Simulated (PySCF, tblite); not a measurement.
# C₅H₆ClFO: geometry, infrared bands and NMR shifts

What infrared bands and NMR shifts should C₅H₆ClFO (`C=C[C@H](F)CC(=O)Cl`) show?

The runs use tblite 0.8.0 and PySCF 2.14.0, with density-fitted response routines of our own; the level of theory stands in each step. All values are computed, except where a source is named. Atoms count from 0, in the outputs and in this text.

### Step 1. Starting geometry

14 atoms, charge 0, multiplicity 1; geometry from: force field or distance geometry start.

Bonds of the start (Å): C0–C1 1.32, C1–C2 1.49, C2–F3 1.40, C2–C4 1.48, C4–C5 1.47, C5–O6 1.21, C5–Cl7 1.78, C0–H8 1.09, C0–H9 1.10, C1–H10 1.08, C2–H11 1.13, C4–H12 1.11, C4–H13 1.12.

### Step 2. Geometry optimisation with GFN2-xTB

The job: settings as JSON, then the geometry in Å.

```
{"job": {"kind": "relax", "xc": "GFN2-xTB", "basis": "xTB"}, "charge": 0, "multiplicity": 1}
C     -1.941300     0.968600     0.840900
C     -0.695200     0.656500     0.557500
C     -0.461400    -0.273400    -0.579100
F     -1.559600    -1.123400    -0.749900
C      0.818200    -0.987000    -0.363700
C      1.929000    -0.022900    -0.292900
O      1.844600     1.177300    -0.383600
Cl     3.556500    -0.699700    -0.033400
H     -2.238500     1.627800     1.651400
H     -2.746800     0.549000     0.227000
H      0.098800     1.060800     1.171300
H     -0.388000     0.359300    -1.512700
H      0.752800    -1.541100     0.598800
H      1.030200    -1.752400    -1.153600
```

The run is started by

```bash
> OMP_NUM_THREADS=1 python probes_run.py task.json out
```

One launch serves the whole session: the jobs run in the order shown.

**Question.** This job is followed by: GFN2-xTB harmonic vibrations, gas phase; GIAO PBE0/pcSseg-1 NMR shielding, non-relativistic, gas phase. What will the session give for the following? strongest single infrared mode (GFN2-xTB); zero-point energy (GFN2-xTB); 13C shifts against TMS (PBE0/pcSseg-1); 1H shifts against TMS (PBE0/pcSseg-1); 19F shifts against CFCl3 (PBE0/pcSseg-1); 17O shifts against H2O (PBE0/pcSseg-1); 35Cl shifts against HCl (PBE0/pcSseg-1).

As calculated:

| quantity | value |
| --- | --- |
| strongest single infrared mode (GFN2-xTB) | 1835 cm⁻¹, 374 km/mol |
| zero-point energy (GFN2-xTB) | 61.6 kcal/mol |
| 13C shifts against TMS (PBE0/pcSseg-1) | 182.9, 143.7, 120.8, 91.5, 57.1 ppm |
| 1H shifts against TMS (PBE0/pcSseg-1) | 6.32, 5.90, 5.67, 5.55, 3.68, 3.15 ppm |
| 19F shifts against CFCl3 (PBE0/pcSseg-1) | -228.6 ppm |
| 17O shifts against H2O (PBE0/pcSseg-1) | 594.4 ppm |
| 35Cl shifts against HCl (PBE0/pcSseg-1) | 484 ppm |

Relaxing lowered the energy by 0.375 eV in 95 steps; the close pair that moved most is C2–C4, from 1.481 to 1.538 Å. All 36 modes are real, so the xTB geometry is a minimum. The strongest single mode, at 1835 cm⁻¹, moves mainly C5 and O6. Unscaled tight-binding wavenumbers are off by several per cent, some by more. Its intensities can rank the bands wrongly. H10 (hydrogen on an alkene CH) lies farthest downfield among hydrogen, at 6.32 ppm; attached to an sp2 carbon and in the plane of the double bond.
